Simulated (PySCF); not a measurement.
**singlet GeSiH4F−: levels of theory compared**

We compute a comparison of 6 runs (BHLYP/def2-SVPD, BLYP/def2-SVPD, CAM-B3LYP/def2-SVPD, SVWN5/def2-SVPD, TPSS/def2-SVPD, r2SCAN/def2-SVPD) of singlet GeSiH4F−. The job is set up through a Python script.

The results are computed with PySCF 2.14.0.

1 further run of the same task is left out (set aside as unsound or not needed).

## (1) The structure to begin with

GeSiH4F−: 7 atoms, total charge -1, spin state singlet. SMILES of the parent species: `F[SiH][GeH3]`. Geometry: relaxed at PBE0-D4/def2-TZVP. That shape belongs to the parent species and isn't relaxed for this state.

Bond lengths: F1–Si2 1.610 Å, Si2–Ge3 2.386 Å, Si2–H4 1.494 Å, Ge3–H5 1.538 Å, Ge3–H6 1.535 Å, Ge3–H7 1.540 Å. Angles: F1–Si2–Ge3 110.1°, F1–Si2–H4 106.6°, Ge3–Si2–H4 113.1°, Si2–Ge3–H5 107.6°, Si2–Ge3–H6 109.9°, Si2–Ge3–H7 112.2°, H5–Ge3–H6 109.0°, H5–Ge3–H7 109.1°, H6–Ge3–H7 109.0°.

## (2) A single-point energy at BHLYP/def2-SVPD (run 1)

run.py reads:

```python
from pyscf import gto, dft

mol = gto.M(
    atom='''
F     -1.565071    -3.396972     2.663569
Si    -1.663715    -2.155233    -0.112250
Ge     0.630791     1.726076    -0.154202
H     -0.614917    -4.079352    -1.892939
H      0.547454     2.768827    -2.864825
H     -0.625499     3.637156     1.631023
H      3.406609     1.370996     0.643263
''',
    unit='bohr',
    spin=0,
    charge=-1,
    verbose=3,
    basis='def2-svpd',
    max_memory=1860,
)

mf = dft.RKS(mol, xc='bhandhlyp')
mf.grids.level = 5
mf.conv_tol = 1e-10
mf.kernel()
if not mf.converged:
    mf = mf.newton().run(mf.mo_coeff, mf.mo_occ)

e_tot = mf.e_tot
print('Final energy', e_tot)
```

Launch:

```bash
$ OMP_NUM_THREADS=1 python run.py
```

The log of the run:

```text
converged SCF energy = -2468.29387019642
Final energy -2468.2938701964226
```

It took 26 s on 1 thread of Intel Xeon at 2.70GHz, shared host; peak memory 0.65 GiB.

## (3) A single-point energy at BLYP/def2-SVPD (run 2)

calc.py reads:

```python
from pyscf import gto, dft

molecule = gto.Mole()
molecule.atom = '''
F     -1.565071    -3.396972     2.663569
Si    -1.663715    -2.155233    -0.112250
Ge     0.630791     1.726076    -0.154202
H     -0.614917    -4.079352    -1.892939
H      0.547454     2.768827    -2.864825
H     -0.625499     3.637156     1.631023
H      3.406609     1.370996     0.643263
'''
molecule.unit = 'bohr'
molecule.basis = 'def2-svpd'
molecule.max_memory = 1860
molecule.verbose = 3
molecule.charge = -1
molecule.build()

mf = dft.RKS(molecule)
mf.xc = 'blyp'
mf.grids.level = 5
mf.conv_tol = 1e-10
mf.kernel()
if not mf.converged:
    mf = mf.newton().run(mf.mo_coeff, mf.mo_occ)

e_final = mf.e_tot
print('E(%s) = %.9f' % ('BLYP', e_final))
```

Launch:

```bash
$ OMP_NUM_THREADS=1 python calc.py
```

The log of the run:

```text
converged SCF energy = -2468.38914056392
E(BLYP) = -2468.389140564
```

Run time: 32 s. Hardware: 1 thread of Intel Xeon at 2.70GHz, shared host; peak memory 0.65 GiB.

## (4) The energy at CAM-B3LYP/def2-SVPD (run 3)

run.py reads:

```python
from pyscf import gto, dft

mol = gto.Mole()
mol.atom = '''
F   -0.828200  -1.797600   1.409500
Si  -0.880400  -1.140500  -0.059400
Ge   0.333800   0.913400  -0.081600
H   -0.325400  -2.158700  -1.001700
H    0.289700   1.465200  -1.516000
H   -0.331000   1.924700   0.863100
H    1.802700   0.725500   0.340400
'''
mol.max_memory = 1860
mol.charge = -1
mol.verbose = 3
mol.spin = 0
mol.basis = 'def2-svpd'
mol.build()

calc0 = dft.RKS(mol)
calc0.xc = 'cam-b3lyp'
calc0.conv_tol = 1e-10
calc0.grids.level = 5
calc0.kernel()
if not calc0.converged:
    calc0 = calc0.newton().run(calc0.mo_coeff, calc0.mo_occ)

etot = calc0.e_tot
print(f'total energy: {etot:.8f} hartree')
```

Launch:

```bash
$ OMP_NUM_THREADS=1 python run.py
```

The log of the run:

```text
converged SCF energy = -2468.45780469191
total energy: -2468.45780469 hartree
```

It took 44 s on 1 thread of Intel Xeon at 2.70GHz, shared host; peak memory 0.65 GiB.

Runs 4 to 5 aren't shown in full; the table further down has their settings and results.

## (5) The energy at r2SCAN/def2-SVPD (run 6)

input.py reads:

```python
from pyscf import gto, dft

system = gto.M(
    atom='''
F     -1.565071    -3.396972     2.663569
Si    -1.663715    -2.155233    -0.112250
Ge     0.630791     1.726076    -0.154202
H     -0.614917    -4.079352    -1.892939
H      0.547454     2.768827    -2.864825
H     -0.625499     3.637156     1.631023
H      3.406609     1.370996     0.643263
''',
    max_memory=1860,
    charge=-1,
    unit='bohr',
    spin=0,
    basis='def2-svpd',
    verbose=3,
)

mf = dft.RKS(system, xc='r2scan')
mf.grids.level = 5
mf.conv_tol = 1e-10
mf.kernel()
if not mf.converged:
    mf = mf.newton().run(mf.mo_coeff, mf.mo_occ)

e_tot = mf.e_tot
print(f'total energy: {e_tot:.8f} hartree')
```

Launch:

```bash
$ OMP_NUM_THREADS=1 python input.py
```

The log of the run:

```text
converged SCF energy = -2468.28154213853
total energy: -2468.28154214 hartree
```

It took 43 s on 1 thread of Intel Xeon at 2.70GHz, shared host; peak memory 0.67 GiB.

## (6) All runs side by side

```tsv
run	level	energy (Eh)	HOMO energy (eV)	LUMO energy (eV)	HOMO–LUMO gap (eV)	wall time
1	BHLYP/def2-SVPD	-2468.293870	0.04	4.43	4.39	26 s
2	BLYP/def2-SVPD	-2468.389141	1.68	3.44	1.76	32 s
3	CAM-B3LYP/def2-SVPD	-2468.457805	-0.35	4.56	4.91	44 s
4	SVWN5/def2-SVPD	-2463.391659	1.44	3.27	1.83	16 s
5	TPSS/def2-SVPD	-2468.369353	1.53	3.60	2.06	47 s
6	r2SCAN/def2-SVPD	-2468.281542	1.49	3.95	2.46	43 s
```

## (7) Results

```
                                                    quantity           value
                                         run 6: total energy  -2468.28154 Eh
                                          run 6: HOMO energy         1.49 eV
                                          run 6: LUMO energy         3.95 eV
run 6: HOMO–LUMO gap (to an unbound level, set by the basis)         2.46 eV
```

**Reading.** The HOMO–LUMO gap runs from 1.76 eV (BLYP/def2-SVPD) to 4.91 eV (CAM-B3LYP/def2-SVPD). The empty levels of an anion lie above zero and hang on the basis. Totals of different functionals can't be ranked against each other. In runs 1, 2, 4, 5, 6 the HOMO lies above zero, so the outermost electron may be held by the basis alone. All runs together took 3.5 min, the longest 47 s.
